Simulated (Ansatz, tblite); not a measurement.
# Ga9As9 zinc blende off disc (Ga9As9H28): a ladder of methods and basis sets

The task here is to estimate one member of a computed series from the others.

Program: Ansatz 0.2.0, Gaussian basis. Level of theory: as each input shows. These are calculated values, not measurements.

Levels to be run: GFN1-xTB, GFN2-xTB, PBE-D4/def2-TZVP, r2SCAN-D4/def2-TZVP, BLYP-D4/def2-TZVP, PBE-D4/def2-SVP, PBE0-D4/def2-SVP, HF/6-31G, B3LYP-D4/6-31G, MP2/def2-TZVP.

1 further run of the same task is left out (set aside as unsound or not needed). Runs told in other sessions of the task aren't counted.

## The relaxed structure

The geometry is that of the singlet, from an earlier relaxation (PBE-D4/def2-SVP).

46 atoms, charge 0, spin multiplicity 1.

Bond lengths: Ga1–As11 2.570 Å, Ga1–As12 2.476 Å, Ga1–H19 1.577 Å, Ga1–H20 1.585 Å, Ga2–As10 2.514 Å, Ga2–As14 2.520 Å, Ga2–H21 1.579 Å, Ga2–H22 1.571 Å, Ga3–As13 2.528 Å, Ga3–As14 2.513 Å, Ga3–As15 2.437 Å, Ga3–H23 1.575 Å, Ga4–As10 2.500 Å, Ga4–As11 2.467 Å, Ga4–As13 2.500 Å, Ga4–As18 2.408 Å, Ga5–As12 2.508 Å, Ga5–As18 2.530 Å and more. Angles: As11–Ga1–As12 95.1°, As11–Ga1–H19 105.9°, As11–Ga1–H20 98.3°, As12–Ga1–H19 114.1°, As12–Ga1–H20 112.8°, H19–Ga1–H20 124.1°, As10–Ga2–As14 101.7°, As10–Ga2–H21 103.8°, As10–Ga2–H22 109.4°, As14–Ga2–H21 103.1°, As14–Ga2–H22 109.2°, H21–Ga2–H22 126.8°, As13–Ga3–As14 98.1°, As13–Ga3–As15 97.8°, As13–Ga3–H23 110.9°, As14–Ga3–As15 108.2°, As14–Ga3–H23 111.6°, As15–Ga3–H23 125.9° and more.

PBE0-D4/def2-TZVP was run before; its log isn't repeated, and its numbers join the tables.

Set-up of the first run:

Tight binding, by tblite at 300 K electronic temperature and without a spin-polarisation term:

```python
tblite.interface.Calculator('GFN1-xTB', numbers, positions, charge=0, uhf=0).singlepoint()
```

Tight binding, by tblite at 300 K electronic temperature and without a spin-polarisation term:

```python
tblite.interface.Calculator('GFN2-xTB', numbers, positions, charge=0, uhf=0).singlepoint()
```

start.molden holds the orbitals of an earlier run on this state, given as this run's starting guess.

in.yaml reads:

```yaml
crystal:
  periodic: [false, false, false]
  atoms:
    - {symbol: Ga, position_ang: [-4.226971, 2.047642, -0.443232]}
    - {symbol: Ga, position_ang: [-2.043462, -4.231574, 1.668820]}
    - {symbol: Ga, position_ang: [1.988473, -3.719699, -0.302832]}
    - {symbol: Ga, position_ang: [-0.837352, -0.440770, -0.364632]}
    - {symbol: Ga, position_ang: [-1.055613, 2.269262, 2.441454]}
    - {symbol: Ga, position_ang: [1.731639, -0.771509, 2.350472]}
    - {symbol: Ga, position_ang: [2.004660, 2.451474, -0.298444]}
    - {symbol: Ga, position_ang: [-1.539535, 5.158335, -0.716931]}
    - {symbol: Ga, position_ang: [4.667216, -0.982663, -1.182770]}
    - {symbol: As, position_ang: [-2.195910, -1.753710, 1.271925]}
    - {symbol: As, position_ang: [-2.533295, 0.653858, -1.783051]}
    - {symbol: As, position_ang: [-2.517405, 3.392487, 0.740248]}
    - {symbol: As, position_ang: [0.312681, -2.308714, -1.563937]}
    - {symbol: As, position_ang: [0.434946, -4.630692, 1.449276]}
    - {symbol: As, position_ang: [3.272505, -1.902654, 0.690338]}
    - {symbol: As, position_ang: [0.442635, 3.836578, -1.647626]}
    - {symbol: As, position_ang: [3.165849, 0.930868, -1.897162]}
    - {symbol: As, position_ang: [0.563544, 0.964675, 0.999776]}
    - {symbol: H, position_ang: [-5.059717, 2.857520, -1.510071]}
    - {symbol: H, position_ang: [-4.822387, 0.884129, 0.453708]}
    - {symbol: H, position_ang: [-2.627109, -4.861893, 0.343398]}
    - {symbol: H, position_ang: [-2.490944, -4.552690, 3.139989]}
    - {symbol: H, position_ang: [2.563780, -4.864010, -1.219065]}
    - {symbol: H, position_ang: [-1.923797, 1.187502, 3.215193]}
    - {symbol: H, position_ang: [-0.185540, 3.368032, 3.170492]}
    - {symbol: H, position_ang: [0.611227, -1.884810, 2.611773]}
    - {symbol: H, position_ang: [2.594711, -0.151159, 3.512906]}
    - {symbol: H, position_ang: [3.040024, 3.306986, 0.520940]}
    - {symbol: H, position_ang: [-2.445780, 5.444077, -1.979574]}
    - {symbol: H, position_ang: [-0.814676, 6.264723, 0.145145]}
    - {symbol: H, position_ang: [4.663412, -2.023574, -2.372614]}
    - {symbol: H, position_ang: [5.942494, -0.264059, -0.597644]}
    - {symbol: H, position_ang: [-3.649375, -1.465609, 0.902309]}
    - {symbol: H, position_ang: [-2.136537, -0.915437, 2.541724]}
    - {symbol: H, position_ang: [-3.121764, -0.461917, -2.644908]}
    - {symbol: H, position_ang: [-1.760564, 1.363539, -2.890734]}
    - {symbol: H, position_ang: [-3.436880, 4.248745, 1.615103]}
    - {symbol: H, position_ang: [-0.762542, -3.152009, -2.244477]}
    - {symbol: H, position_ang: [0.965397, -1.756947, -2.826271]}
    - {symbol: H, position_ang: [0.553840, -6.146771, 1.300902]}
    - {symbol: H, position_ang: [1.139964, -4.507396, 2.790116]}
    - {symbol: H, position_ang: [4.281865, -2.712341, 1.506344]}
    - {symbol: H, position_ang: [-0.009386, 2.900626, -2.767744]}
    - {symbol: H, position_ang: [1.311076, 4.733731, -2.528095]}
    - {symbol: H, position_ang: [2.069907, 0.419694, -2.830643]}
    - {symbol: H, position_ang: [3.904196, 1.762325, -2.944593]}
basis:
  gaussian: {orbitals: def2-TZVP, fitting: {mean_field: def2-universal-jkfit}, initial_orbitals: start.molden}
hamiltonian: {xc: pbe, dispersion: d4}
scf: {omitted_lower_state_checks: [starts]}
output: {orbitals: {seedname: orbitals}}
```

The run is started by

```bash
> ansatz run in.yaml --threads 11 --pin off --events-out ev --progress --plain --max-ram 174080MiB --backend cuda --devices 0, --max-vram 75GiB
```

Among the steps run: PBE-D4/def2-TZVP; r2SCAN-D4/def2-TZVP; BLYP-D4/def2-TZVP; PBE-D4/def2-SVP; PBE0-D4/def2-SVP; HF/6-31G; B3LYP-D4/6-31G; MP2/def2-TZVP.

One table of the session follows, with a row left open; its other results are not shown here.

It belongs to the step «Binding energy». 

| level | binding an atom (eV) |
| --- | --- |
| HF/6-31G | ? |
| HF/def2-TZVP | 1.706 |
| PBE-D4/def2-SVP | 2.554 |
| PBE-D4/def2-TZVP | 2.550 |
| BLYP-D4/def2-TZVP | 2.525 |
| r2SCAN-D4/def2-TZVP | 2.572 |
| B3LYP-D4/6-31G | 2.525 |
| PBE0-D4/def2-SVP | 2.547 |
| PBE0-D4/def2-TZVP | 2.542 |
| MP2/def2-TZVP | 2.446 |

**Question.** Estimate the row for HF/6-31G.

**Answer.** binding an atom (eV): 1.570. In the column «binding an atom (eV)» it is the lowest.

Limits of these values: Free atoms were run apart at each level; binding is atoms less cluster, divided by the number of atoms, without zero-point or spin-orbit terms.
